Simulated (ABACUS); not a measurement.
# SiSe (P-6m2) in ABACUS: settings compared

Aim: see how the results for SiSe move with the level of theory and the settings. Levels: LDA, PBE. Tasks: single point.

All numbers are computed with ABACUS 3.10.1; they aren't measurements. Logs are shortened: lines on timing, memory, paths and dates and some standing lists are left out, and cuts for length are marked.

## (1) The crystal as given

The structure is hexagonal, space group P-6m2 (No. 187). The conventional cell has a = 3.595 Å, b = 3.595 Å, c = 3.599 Å, α = 90.00°, β = 90.00°, γ = 120.00°. Si (site symmetry -6m2) has 6 Se at 2.75 Å as nearest neighbours. Se (site symmetry -6m2) has 6 Si at 2.75 Å as nearest neighbours.

The cell was built by a generator and needn't be a form met in nature.

## (2) Single point, LDA

File INPUT:

```
INPUT_PARAMETERS
suffix              SiSe
calculation         scf
basis_type          lcao
pseudo_dir          ./
orbital_dir         ./
symmetry            1
dft_functional      pz
ecutwfc             100
pseudo_rcut         7
nspin               1
nbands              14
ks_solver           genelpa
smearing_method     fd
smearing_sigma      0.00367493
scf_thr             1e-07
scf_nmax            100
mixing_type         broyden
mixing_beta         0.7
cal_force           1
cal_stress          1
out_mul             1
```

File STRU:

```
ATOMIC_SPECIES
Si 28.0850 Si.upf
Se 78.9710 Se.upf

NUMERICAL_ORBITAL
Si_confined-atom_7au_2s2p1d.orb
Se_confined-atom_7au_2s2p2d.orb

LATTICE_CONSTANT
6.7939433633

LATTICE_VECTORS
1.0000000000 0.0000000000 0.0000000000
-0.5000000000 0.8660241433 0.0000000000
0.0000000000 0.0000000000 1.0009818647

ATOMIC_POSITIONS
Cartesian

Si
0.0
1
0.5000050000 0.2886718277 0.5004909324 1 1 1

Se
0.0
1
0.0000000000 0.0000000000 0.0000000000 1 1 1
```

File KPT:

```
K_POINTS
0
Gamma
9 9 7 0 0 0
```

Potentials or basis: PseudoDojo NC SR 0.4.1 PBE standard, DZP LCAO (the cutoffs set its grid).

The run is started by

```bash
$ OMP_NUM_THREADS=1 mpirun -np 4 abacus > log
```

running log:

```text
ABACUS v3.10.1

               Atomic-orbital Based Ab-initio Computation at UStc

 ------------------------------------------------------------------------------------

 READING GENERAL INFORMATION
                           global_out_dir = OUT.SiSe/
                           global_in_card = INPUT
                               pseudo_dir = ./
                              orbital_dir = ./
                                    DSIZE = 4
                                    GSIZE = 1

 READING UNITCELL INFORMATION
                                    ntype = 2
                  lattice constant (Bohr) = 6.79394
              lattice constant (Angstrom) = 3.5952

 READING ATOM TYPE 1
                               atom label = Si
                      L=0, number of zeta = 2
                      L=1, number of zeta = 2
                      L=2, number of zeta = 1
             number of atom for this type = 1

 READING ATOM TYPE 2
                               atom label = Se
                      L=0, number of zeta = 2
                      L=1, number of zeta = 2
                      L=2, number of zeta = 2
             number of atom for this type = 1

                        TOTAL ATOM NUMBER = 2
CARTESIAN COORDINATES ( UNIT =       6.793943363300 Bohr ).
    atom                   x                   y                   z     mag                  vx                  vy                  vz
tauc_Si1            0.5000050000        0.2886718277        0.5004909324  0.0000        0.0000000000        0.0000000000        0.0000000000
tauc_Se1            0.0000000000        0.0000000000        0.0000000000  0.0000        0.0000000000        0.0000000000        0.0000000000

                          Volume (Bohr^3) = 271.845
                             Volume (A^3) = 40.2833

 Lattice vectors: (Cartesian coordinate: in unit of a_0)
                   +1                  +0                  +0
                 -0.5           +0.866024                  +0
                   +0                  +0            +1.00098
 Reciprocal vectors: (Cartesian coordinate: in unit of 2 pi/a_0)
                   +1           +0.577351                  -0
                   -0             +1.1547                  -0
                   +0                  -0           +0.999019
 The esolver type has been set to : ksdft_lcao

                PAO radial cut off (Bohr) = 7

 Read in pseudopotential file is Si.upf
                     pseudopotential type = NC
          exchange-correlation functional = PBE
                 nonlocal core correction = 1
                        valence electrons = 4
                                     lmax = 2
                           number of zeta = 2
                     number of projectors = 6
                           L of projector = 0
                           L of projector = 0
                           L of projector = 1
                           L of projector = 1
[... 225 lines left out ...]
                        extended fft grid = [ 18, 18, 16 ]
                dimension of extened grid = [ 52, 52, 48 ]
                            UnitCellTotal = 125
              Atom number in sub-FFT-grid = 2
    Local orbitals number in sub-FFT-grid = 31
                                ParaV.nnr = 13718
                                 init_chg = atomic

 LCAO ALGORITHM --------------- ION=   1  ELEC=   1--------------------------------

 Density error is 0.0368688694669
----------------------------------------------------------
     Energy           Rydberg                 eV
----------------------------------------------------------
 E_KohnSham     -250.1922762341      -3404.0405523737
 E_Harris       -248.6975484705      -3383.7037378294
 E_Fermi        0.6992758114         9.5141355083
----------------------------------------------------------
[... 69 lines left out ...]
 Density error is 3.66896670984e-08
----------------------------------------------------------
     Energy           Rydberg                 eV
----------------------------------------------------------
 E_KohnSham     -250.2000413532      -3404.1462022387
 E_KS(sigma->0) -250.1997877549      -3404.1427518574
 E_Harris       -250.2000414735      -3404.1462038756
 E_band         -25.5701631700       -347.8999179020
 E_one_elec     -142.1806694836      -1934.4672504313
 E_Hartree      76.7967234970        1044.8730272903
 E_xc           -50.7255757033       -690.1568638956
 E_Ewald        -134.0900124668      -1824.3882144397
 E_entropy(-TS) -0.0005071965        -0.0069007625
 E_descf        0.0000000000         0.0000000000
 E_exx          0.0000000000         0.0000000000
 E_Fermi        0.6958481109         9.4674992514
----------------------------------------------------------

 charge density convergence is achieved
 final etot is -3404.1462022 eV
 EFERMI = 9.4674992514 eV

 STATE ENERGY(eV) AND OCCUPATIONS    NSPIN == 1
 1/164 kpoint (Cartesian) = 0.0000 0.0000 0.0000 (1146 pws)
       1       -38.0490     0.00352734
       2       -38.0343     0.00352734
       3       -38.0343     0.00352734
       4       -37.9916     0.00352734
       5       -37.9916     0.00352734
       6       -5.94305     0.00352734
       7        4.65504     0.00352734
       8        5.66293     0.00352734
       9        7.58097     0.00352734
      10        7.58107     0.00352734
      11        12.2991    8.95918e-28
      12        12.2992    8.93694e-28
      13        12.8766    8.62898e-33
      14        16.1488    3.26745e-61
[... 66 lines left out ...]
       1       -38.0491     0.00705467
       2       -38.0344     0.00705467
       3       -38.0343     0.00705467
       4       -37.9913     0.00705467
       5       -37.9912     0.00705467
       6       -5.81426     0.00705467
       7        4.17949     0.00705467
       8        5.80249     0.00705467
       9        7.31213     0.00705467
      10        7.46382     0.00705467
      11        11.8266    2.27811e-23
      12        12.7422    2.53731e-31
      13        13.7360    5.92331e-40
      14        15.4401    9.34827e-55

[... levels at 158 further k points ...]

 correction force for each atom along direction 1 is 1.13899e-09
 correction force for each atom along direction 2 is -6.86943e-10
 correction force for each atom along direction 3 is 0.00319925
------------------------------------------------------------------------------------------
 TOTAL-FORCE (eV/Angstrom)
------------------------------------------------------------------------------------------
                       Si1        -0.0000250820         0.0000138603         0.0000000000
                       Se1         0.0000250820        -0.0000138603         0.0000000000
------------------------------------------------------------------------------------------

----------------------------------------------------------------
 TOTAL-STRESS (KBAR)
----------------------------------------------------------------
       -21.7303114098        -0.0003057398         0.0000000000
        -0.0003057398       -21.7305101156         0.0000000000
         0.0000000000         0.0000000000       -11.9497034703
----------------------------------------------------------------
 TOTAL-PRESSURE: -18.470175 KBAR

 --------------------------------------------
 !FINAL_ETOT_IS -3404.1462022386667741 eV
 --------------------------------------------
```

stdout:

```text
ABACUS v3.10.1

               Atomic-orbital Based Ab-initio Computation at UStc

 dft_functional readin is: pz
 dft_functional in pseudopot file is: PBE
 Please make sure this is what you need
[... 38 lines left out ...]
 GE8     -3.40414620e+03  -1.11368792e-10   3.6690e-08   0.49
----------------------------------------------------------------
 TOTAL-STRESS (KBAR)
----------------------------------------------------------------
       -21.7303114098        -0.0003057398         0.0000000000
        -0.0003057398       -21.7305101156         0.0000000000
         0.0000000000         0.0000000000       -11.9497034703
----------------------------------------------------------------
 TOTAL-PRESSURE: -18.470175 KBAR
```

mulliken.txt:

```text
 0
CALCULATE THE MULLIkEN ANALYSIS FOR EACH ATOM
 Total charge:	20
Decomposed Mulliken populations
0                             Zeta of Si              Spin 1
[... 45 lines left out ...]
dx^2-y^2                               0              2.0006
dxy                                    0              2.0006
SUM OVER M                                           10.0035
dz^2                                   1              0.0335
dxz                                    1              0.0749
dyz                                    1              0.0749
dx^2-y^2                               1              0.0326
dxy                                    1              0.0326
SUM OVER M                                            0.2483
SUM OVER M+Zeta                                      10.2519

SUM OVER M+Zeta+L                                    16.2207

Total Charge on atom:                 Se             16.2207
```

Wall time 4.8 s (4 MPI ranks of Intel Xeon Platinum 8559C (Emerald Rapids), shared host); peak memory 0.4 GiB.

Results:

* Free energy: -3404.1462 eV
* Pressure: -1.8 GPa
* Band gap on the k mesh: none (metal or under the smearing width)
* Mulliken charges: Si +0.22; Se -0.22 e

Stress tensor (GPa, compression positive):
```
-2.17  0.00  0.00
 0.00 -2.17  0.00
 0.00  0.00 -1.19
```

Levels at points of the mesh, in eV from the Fermi level:
| k point | band 7 | band 8 | band 9 | band 10 | band 11 | band 12 | band 13 | band 14 |
| --- | --- | --- | --- | --- | --- | --- | --- | --- |
| (0.00, 0.00, 0.00) | -4.81 | -3.80 | -1.89 | -1.89 | 2.83 | 2.83 | 3.41 | 6.68 |

Caveat: the atomic orbitals were generated for these runs and aren't a published set; Mulliken charges move with the basis; the potentials were made for another functional, which shifts forces and pressure; the basis of atomic orbitals isn't converged, which shifts pressures, moduli and gaps.

[end of part 1 of 2]
